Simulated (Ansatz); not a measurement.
**Cl4In with multiplicity 2: two geometries relaxed**

Aim: relax the geometries before and after the reaction (atom abstraction by a radical), and see whether they are two minima and how far apart in energy. Meant to form: Cl2–Cl5; to break: In1–Cl2. The start is a guess near the saddle point, from which both ends are pulled out.

All numbers below are computed with Ansatz 0.2.0 (UKS PBE0-D4/def2-SVP).

**1. The structure to begin with**

Bond lengths: In1–Cl2 2.690 Å, In1–Cl3 2.440 Å, In1–Cl4 2.440 Å, Cl2–Cl5 2.340 Å. Angles: In1–Cl2–Cl5 180.0°, Cl2–In1–Cl3 120.0°, Cl2–In1–Cl4 120.0°, Cl3–In1–Cl4 120.0°.

As a file:

```xyz
5

In    0.0000    0.0000    0.0000
Cl    0.0000    0.0000    2.6900
Cl    2.1130    0.0000   -1.2200
Cl   -2.1130    0.0000   -1.2200
Cl    0.0000    0.0000    5.0300
```

**2. Pulling towards end A**

Springs on the bonds that form and break draw the guess towards this end; the thresholds are loose.

input.yaml reads:

```yaml
crystal:
  periodic: [false, false, false]
  atoms:
    - { symbol: In, position_ang: [0.0, 0.0, 0.0] }
    - { symbol: Cl, position_ang: [0.0, 0.0, 2.69] }
    - { symbol: Cl, position_ang: [2.113, 0.0, -1.22] }
    - { symbol: Cl, position_ang: [-2.113, 0.0, -1.22] }
    - { symbol: Cl, position_ang: [0.0, 0.0, 5.03] }
magnetization:
  spin_polarized: true
  initial_magnetization: 1
basis:
  gaussian: { orbitals: def2-SVP }
hamiltonian:
  xc: pbe0
  dispersion: d4
relax:
  f_tol: 0.15
  max_steps: 25
  restrain:
    - { distance: [1, 4], at: 3.24, k: 30.0 }
    - { distance: [0, 1], at: 2.44, k: 30.0 }
```

The run is started by

```bash
$ ansatz run input.yaml --threads 4 --pin off --max-ram 5120MiB --backend cpu --events-out ev --progress --plain --runs-dir out
```

Log, cut to the lines that bear on the results:

```text
Warning: RAYON_NUM_THREADS=4 ignored (pool sized by the plan → 4); use --threads N
[...]
Functional definition: PBE0
[...]
1038 factors; integrals over basis functions are off by at most 6.3e-4 eV
[...]
mean field -55233.84275959 eV, -2029.8062825716 hartree, gradient 3.0e-5 eV, S^2 0.768876; 2 other end points of the search recorded, 0 dependent functions left out
[...]
reference -55233.84279481 eV, -2029.8062838659 hartree; 45, 44 occupied and 53, 54 virtual orbitals, 1038 factors
relax step   1: F+E_penalty+E_count = -55233.98800981 eV  Δ(F+E_penalty+E_count) = +0.000e0 eV  max|allowed force component| = 1.778e0 eV/Å  E_restraint = 13.08750000 eV  max|allowed force component, restraints' pulls added| = 3.628e1 eV/Å  Δτ_max = 0.0000 Å  (58 SCF iters, accepted)
[...]
relax step   3: F+E_penalty+E_count = -55234.71882893 eV  Δ(F+E_penalty+E_count) = -2.688e-1 eV  max|allowed force component| = 5.853e-1 eV/Å  E_restraint = 0.51883343 eV  max|allowed force component, restraints' pulls added| = 5.074e0 eV/Å  Δτ_max = 0.1950 Å  (52 SCF iters, accepted)
[...]
relax step   4: F+E_penalty+E_count = -55234.70815529 eV  Δ(F+E_penalty+E_count) = +1.067e-2 eV  max|allowed force component| = 9.493e-1 eV/Å  E_restraint = 0.01718070 eV  max|allowed force component, restraints' pulls added| = 8.037e-2 eV/Å  Δτ_max = 0.1375 Å  (52 SCF iters, accepted)
  distance Cl 1 - Cl 4 = 3.2377 Å
  distance In 0 - Cl 1 = 2.4062 Å
1038 factors; integrals over basis functions are off by at most 2.4e-4 eV
[...]
mean field -55234.56574938 eV, -2029.8328519564 hartree, gradient 8.1e-6 eV, S^2 0.752242; 3 other end points of the search recorded, 0 dependent functions left out
[...]
reference -55234.56578608 eV, -2029.8328533051 hartree; 45, 44 occupied and 53, 54 virtual orbitals, 1038 factors
Total energy: -55234.70819199 eV, -2029.8380866258 hartree
Atom 0 at     0.000000     0.000000    -0.116441 Å, force     0.000000     0.000000     0.949301 eV/Å
Atom 1 at     0.000000    -0.000000     2.289793 Å, force     0.000000    -0.000000    -0.896224 eV/Å
Atom 2 at     2.046040     0.000000    -1.210428 Å, force    -0.080372     0.000000     0.014422 eV/Å
Atom 3 at    -2.046040     0.000000    -1.210428 Å, force     0.080372     0.000000     0.014422 eV/Å
Atom 4 at    -0.000000     0.000000     5.527505 Å, force     0.000000     0.000000    -0.081922 eV/Å
Dipole moment:    -0.000000     0.000000    -0.249984 e Å
```

Run time: 20 s. Hardware: 4 threads of Arm Neoverse V1, shared host; peak memory 0.38 GiB.

Relaxation path:

```csv
step,energy from step 1 (eV),largest force component (eV/Å)
1,0.0000,1.7783
2,-0.4620,1.6041
3,-0.7308,0.5853
4,-0.7201,0.9493
```

Step 1 is the start. Energies and forces in the table leave out the springs, which the log lists apart; the run stops on the force with the springs' pull added.

After: Bond lengths: In1–Cl2 2.406 Å, In1–Cl3 2.320 Å, In1–Cl4 2.320 Å. Angles: Cl2–In1–Cl3 118.1°, Cl2–In1–Cl4 118.1°, Cl3–In1–Cl4 123.7°.

Pairs that crossed the distance rule for bonds on the way: moved apart Cl2–Cl5.

**3. Relaxing end A**

It starts where the restrained run ended.

input.yaml reads:

```yaml
crystal:
  periodic: [false, false, false]
  atoms:
    - { symbol: In, position_ang: [0.0, 0.0, -0.116441] }
    - { symbol: Cl, position_ang: [0.0, 0.0, 2.289793] }
    - { symbol: Cl, position_ang: [2.04604, 0.0, -1.210428] }
    - { symbol: Cl, position_ang: [-2.04604, 0.0, -1.210428] }
    - { symbol: Cl, position_ang: [0.0, 0.0, 5.527505] }
magnetization:
  spin_polarized: true
  initial_magnetization: 1
basis:
  gaussian: { orbitals: def2-SVP }
hamiltonian:
  xc: pbe0
  dispersion: d4
relax:
  f_tol: 0.03
  max_steps: 50
```

The run is started by

```bash
$ ansatz run input.yaml --threads 4 --pin off --max-ram 5120MiB --backend cpu --events-out ev --progress --plain --runs-dir out
```

Log, cut to the lines that bear on the results:

```text
Warning: RAYON_NUM_THREADS=4 ignored (pool sized by the plan → 4); use --threads N
[...]
Functional definition: PBE0
[...]
1039 factors; integrals over basis functions are off by at most 2.4e-4 eV
[...]
mean field -55234.56575225 eV, -2029.8328520620 hartree, gradient 1.4e-6 eV, S^2 0.752242; 2 other end points of the search recorded, 0 dependent functions left out
[...]
reference -55234.56578895 eV, -2029.8328534107 hartree; 45, 44 occupied and 53, 54 virtual orbitals, 1039 factors
relax step   1: F+E_penalty+E_count = -55234.70815817 eV  Δ(F+E_penalty+E_count) = +0.000e0 eV  max|allowed force component| = 9.493e-1 eV/Å  Δτ_max = 0.0000 Å  (91 SCF iters, accepted)
[...]
relax step   5: F+E_penalty+E_count = -55234.76336268 eV  Δ(F+E_penalty+E_count) = -9.100e-3 eV  max|allowed force component| = 1.073e-1 eV/Å  Δτ_max = 0.1905 Å  (51 SCF iters, accepted)
[...]
relax step   6: F+E_penalty+E_count = -55234.76555281 eV  Δ(F+E_penalty+E_count) = -2.190e-3 eV  max|allowed force component| = 8.153e-3 eV/Å  Δτ_max = 0.0319 Å  (47 SCF iters, accepted)
1039 factors; integrals over basis functions are off by at most 2.1e-4 eV
[...]
mean field -55234.61697042 eV, -2029.8347342950 hartree, gradient 9.2e-6 eV, S^2 0.752394; 3 other end points of the search recorded, 0 dependent functions left out
[...]
reference -55234.61700645 eV, -2029.8347356189 hartree; 45, 44 occupied and 53, 54 virtual orbitals, 1039 factors
Total energy: -55234.76558884 eV, -2029.8401959210 hartree
Atom 0 at    -0.000000    -0.000000    -0.010731 Å, force     0.000000     0.000000     0.008153 eV/Å
Atom 1 at     0.000000    -0.000000     2.320311 Å, force     0.000000    -0.000000    -0.005044 eV/Å
Atom 2 at     2.020577     0.000000    -1.142975 Å, force     0.004574    -0.000000    -0.000401 eV/Å
Atom 3 at    -2.020577     0.000000    -1.142975 Å, force    -0.004574    -0.000000    -0.000401 eV/Å
Atom 4 at     0.000000     0.000000     5.256371 Å, force     0.000000     0.000000    -0.002307 eV/Å
Dipole moment:    -0.000000    -0.000000    -0.228803 e Å
```

It took 29 s on 4 threads of Arm Neoverse V1, shared host; peak memory 0.4 GiB.

The steps of the relaxation:

```csv
step,energy from step 1 (eV),largest force component (eV/Å)
1,0.0000,0.9493
2,-0.0369,0.5165
3,-0.0448,0.0821
4,-0.0461,0.0648
5,-0.0552,0.1074
6,-0.0574,0.0082
```

Step 1 is the start.

After: Bond lengths: In1–Cl2 2.331 Å, In1–Cl3 2.316 Å, In1–Cl4 2.316 Å. Angles: Cl2–In1–Cl3 119.3°, Cl2–In1–Cl4 119.3°, Cl3–In1–Cl4 121.5°.

**4. Pulling towards end B**

Springs on the bonds that form and break draw the guess towards this end; the thresholds are loose.

input.yaml reads:

```yaml
crystal:
  periodic: [false, false, false]
  atoms:
    - { symbol: In, position_ang: [0.0, 0.0, 0.0] }
    - { symbol: Cl, position_ang: [0.0, 0.0, 2.69] }
    - { symbol: Cl, position_ang: [2.113, 0.0, -1.22] }
    - { symbol: Cl, position_ang: [-2.113, 0.0, -1.22] }
    - { symbol: Cl, position_ang: [0.0, 0.0, 5.03] }
magnetization:
  spin_polarized: true
  initial_magnetization: 1
basis:
  gaussian: { orbitals: def2-SVP }
hamiltonian:
  xc: pbe0
  dispersion: d4
relax:
  f_tol: 0.15
  max_steps: 25
  restrain:
    - { distance: [1, 4], at: 2.04, k: 30.0 }
    - { distance: [0, 1], at: 3.64, k: 30.0 }
```

The run is started by

```bash
$ ansatz run input.yaml --threads 4 --pin off --max-ram 5120MiB --backend cpu --events-out ev --progress --plain --runs-dir out
```

Log, cut to the lines that bear on the results:

```text
Warning: RAYON_NUM_THREADS=4 ignored (pool sized by the plan → 4); use --threads N
[...]
Functional definition: PBE0
[...]
1038 factors; integrals over basis functions are off by at most 6.3e-4 eV
[...]
mean field -55233.84275959 eV, -2029.8062825716 hartree, gradient 3.0e-5 eV, S^2 0.768876; 2 other end points of the search recorded, 0 dependent functions left out
[...]
reference -55233.84279481 eV, -2029.8062838659 hartree; 45, 44 occupied and 53, 54 virtual orbitals, 1038 factors
relax step   1: F+E_penalty+E_count = -55233.98800981 eV  Δ(F+E_penalty+E_count) = +0.000e0 eV  max|allowed force component| = 1.778e0 eV/Å  E_restraint = 14.88750000 eV  max|allowed force component, restraints' pulls added| = 3.572e1 eV/Å  Δτ_max = 0.0000 Å  (58 SCF iters, accepted)
[...]
  distance Cl 1 - Cl 4 = 2.0431 Å
  distance In 0 - Cl 1 = 3.6308 Å
1038 factors; integrals over basis functions are off by at most 1.1e-3 eV
[...]
mean field -55233.36542338 eV, -2029.7887407894 hartree, gradient 1.1e-5 eV, S^2 0.753903; 1 other end points of the search recorded, 0 dependent functions left out
[...]
reference -55233.36545858 eV, -2029.7887420831 hartree; 45, 44 occupied and 53, 54 virtual orbitals, 1038 factors
Total energy: -55233.50126369 eV, -2029.7937328288 hartree
Atom 0 at    -0.000000     0.000000    -0.342128 Å, force    -0.000000    -0.000000     0.248227 eV/Å
Atom 1 at     0.000000    -0.000000     3.288692 Å, force    -0.000000     0.000000    -0.243869 eV/Å
Atom 2 at     2.070468    -0.000000    -1.499200 Å, force    -0.008147    -0.000000    -0.020545 eV/Å
Atom 3 at    -2.070468    -0.000000    -1.499200 Å, force     0.008147    -0.000000    -0.020545 eV/Å
Atom 4 at    -0.000000     0.000000     5.331836 Å, force     0.000000    -0.000000     0.036732 eV/Å
Dipole moment:     0.000000    -0.000000     0.364815 e Å
```

Run time: 17 s. Hardware: 4 threads of Arm Neoverse V1, shared host; peak memory 0.36 GiB.

Step by step:

```csv
step,energy from step 1 (eV),largest force component (eV/Å)
1,0.0000,1.7783
2,0.2961,0.8832
3,0.6020,1.4636
4,0.5062,0.5973
5,0.4868,0.2482
```

Step 1 is the start. Energies and forces in the table leave out the springs, which the log lists apart; the run stops on the force with the springs' pull added.

After: Bond lengths: In1–Cl3 2.372 Å, In1–Cl4 2.372 Å, Cl2–Cl5 2.043 Å. Angles: Cl3–In1–Cl4 121.6°.

Pairs that crossed the distance rule for bonds on the way: moved apart In1–Cl2.

**5. End point B**

It starts where the restrained run ended.

input.yaml reads:

```yaml
crystal:
  periodic: [false, false, false]
  atoms:
    - { symbol: In, position_ang: [0.0, 0.0, -0.342128] }
    - { symbol: Cl, position_ang: [0.0, 0.0, 3.288692] }
    - { symbol: Cl, position_ang: [2.070468, 0.0, -1.4992] }
    - { symbol: Cl, position_ang: [-2.070468, 0.0, -1.4992] }
    - { symbol: Cl, position_ang: [0.0, 0.0, 5.331836] }
magnetization:
  spin_polarized: true
  initial_magnetization: 1
basis:
  gaussian: { orbitals: def2-SVP }
hamiltonian:
  xc: pbe0
  dispersion: d4
relax:
  f_tol: 0.03
  max_steps: 50
```

The run is started by

```bash
$ ansatz run input.yaml --threads 4 --pin off --max-ram 5120MiB --backend cpu --events-out ev --progress --plain --runs-dir out
```

Log, cut to the lines that bear on the results:

```text
Warning: RAYON_NUM_THREADS=4 ignored (pool sized by the plan → 4); use --threads N
[...]
Functional definition: PBE0
[...]
1045 factors; integrals over basis functions are off by at most 2.0e-4 eV
[...]
mean field -55233.36543265 eV, -2029.7887411302 hartree, gradient 2.2e-5 eV, S^2 0.753903; 0 other end points of the search recorded, 0 dependent functions left out
[...]
reference -55233.36546785 eV, -2029.7887424239 hartree; 45, 44 occupied and 53, 54 virtual orbitals, 1045 factors
relax step   1: F+E_penalty+E_count = -55233.50123776 eV  Δ(F+E_penalty+E_count) = +0.000e0 eV  max|allowed force component| = 2.482e-1 eV/Å  Δτ_max = 0.0000 Å  (33 SCF iters, accepted)
[...]
relax step   3: F+E_penalty+E_count = -55233.74492612 eV  Δ(F+E_penalty+E_count) = -1.482e-1 eV  max|allowed force component| = 1.320e0 eV/Å  Δτ_max = 0.1947 Å  (34 SCF iters, accepted)
[...]
1045 factors; integrals over basis functions are off by at most 2.2e-4 eV
[...]
mean field -55234.61702827 eV, -2029.8347364209 hartree, gradient 2.5e-6 eV, S^2 0.752391; 3 other end points of the search recorded, 0 dependent functions left out
[...]
reference -55234.61706430 eV, -2029.8347377449 hartree; 45, 44 occupied and 53, 54 virtual orbitals, 1045 factors
Total energy: -55234.76557968 eV, -2029.8401955844 hartree
Atom 0 at     0.000000    -0.000000    -0.011569 Å, force     0.000000    -0.000000     0.001199 eV/Å
Atom 1 at     0.000000    -0.000000     2.319511 Å, force     0.000000     0.000000    -0.004875 eV/Å
Atom 2 at     2.021680     0.000000    -1.143225 Å, force    -0.005189     0.000000     0.003768 eV/Å
Atom 3 at    -2.021680     0.000000    -1.143225 Å, force     0.005189     0.000000     0.003768 eV/Å
Atom 4 at    -0.000000     0.000000     5.258507 Å, force    -0.000000    -0.000000    -0.003861 eV/Å
Dipole moment:     0.000000     0.000000    -0.228000 e Å
```

Wall time 33 s (4 threads of Arm Neoverse V1, shared host); peak memory 0.39 GiB.

Step by step:

```csv
step,energy from step 1 (eV),largest force component (eV/Å)
1,0.0000,0.2482
2,-0.0955,0.6737
3,-0.2437,1.3197
4,-0.4777,2.2625
5,-0.7391,2.2638
6,-1.1501,0.9147
7,-1.2529,0.1674
8,-1.2642,0.0310
9,-1.2643,0.0052
```

Step 1 is the start.

After: Bond lengths: In1–Cl2 2.331 Å, In1–Cl3 2.317 Å, In1–Cl4 2.317 Å. Angles: Cl2–In1–Cl3 119.2°, Cl2–In1–Cl4 119.2°, Cl3–In1–Cl4 121.5°.

Pairs that crossed the distance rule for bonds on the way: came closer In1–Cl2; moved apart Cl2–Cl5.

**6. Outcome**

```
                           quantity                    value
                              end A  5 moves, 0.057 eV lower
                              end B  8 moves, 1.264 eV lower
largest difference between the ends                   0.00 Å
            end B relative to end A                +0.000 eV
```

The two relaxations end at one structure, within 0.00 Å: no second minimum was found from this start, which doesn't rule one out.
